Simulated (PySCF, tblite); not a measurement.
**C₉H₁₃−: infrared bands and NMR shifts**

Wanted: the infrared bands and NMR shifts of C₉H₁₃− (`[C-]#CC[C@@H](C)CCC=C`), by calculation.

Computed with tblite 0.8.0 and PySCF 2.14.0, with density-fitted response routines of our own, on a single molecule in the gas phase. Atoms count from 0, in the outputs and in this text.

### Step 1. The starting structure

22 atoms, charge -1, multiplicity 1; geometry from: GFN2-xTB.

Bonds of the start (Å): C0–C1 1.22, C1–C2 1.48, C2–C3 1.54, C3–C4 1.53, C3–C5 1.53, C5–C6 1.53, C6–C7 1.49, C7–C8 1.33, C2–H9 1.11, C2–H10 1.11, C3–H11 1.10, C4–H12 1.09, C4–H13 1.09, C4–H14 1.09, C5–H15 1.10, C5–H16 1.09, C6–H17 1.09, C6–H18 1.10, C7–H19 1.08, C8–H20 1.08, C8–H21 1.08.

### Step 2. Harmonic vibrations with GFN2-xTB

What the job is given:

```
{"job": {"kind": "ir", "xc": "GFN2-xTB", "basis": "xTB"}, "charge": -1, "multiplicity": 1}
C     -1.704237     3.339568     0.827746
C     -1.980604     2.203189     0.466876
C     -2.329243     0.829478     0.024824
C     -1.222638    -0.193895     0.351549
C     -1.656554    -1.611293    -0.028004
C      0.066652     0.220967    -0.358818
C      1.307609    -0.559124     0.088193
C      2.539765    -0.072853    -0.598802
C      3.644606     0.342133     0.018784
H     -3.265050     0.492450     0.510675
H     -2.511857     0.803022    -1.066972
H     -1.042423    -0.162662     1.434742
H     -1.804040    -1.685939    -1.106343
H     -0.915933    -2.355202     0.270031
H     -2.598591    -1.862089     0.461244
H     -0.064229     0.105279    -1.439948
H      0.212975     1.285736    -0.152201
H      1.426531    -0.467383     1.170395
H      1.168306    -1.621843    -0.148381
H      2.493435    -0.059999    -1.681243
H      4.505829     0.696727    -0.524337
H      3.719282     0.353118     1.093778
```

**Question.** This job is followed by: GIAO PBE0/pcSseg-1 NMR shielding, non-relativistic, gas phase. What will the session give for the following? strongest single infrared mode (GFN2-xTB); zero-point energy (GFN2-xTB); 13C shifts against TMS (PBE0/pcSseg-1); 1H shifts against TMS (PBE0/pcSseg-1, means over atoms taken as alike).

The runs gave:

```
                                                              quantity                                                                 value
                             strongest single infrared mode (GFN2-xTB)                                                1653 cm⁻¹, 1188 km/mol
                                          zero-point energy (GFN2-xTB)                                                        116.4 kcal/mol
                                13C shifts against TMS (PBE0/pcSseg-1)           177.7, 156.5, 116.5, 94.5, 43.0, 41.0, 40.5, 38.2, 22.1 ppm
1H shifts against TMS (PBE0/pcSseg-1, means over atoms taken as alike)  6.30, 5.24, 4.96, 4.13, 2.77, 2.29, 2.14, 1.79, 1.08, 0.65, 0.25 ppm
```

**Reading.** No mode is imaginary among the 60: a minimum at this level. The strongest single mode, at 1653 cm⁻¹, moves mainly C7 and C8. GFN2-xTB is a fitted tight-binding method: band positions and strengths are rough. Its intensities can rank the bands wrongly. At PBE0/pcSseg-1: The largest span, 350 ppm, is at C0, where the paramagnetic term is -284 ppm.
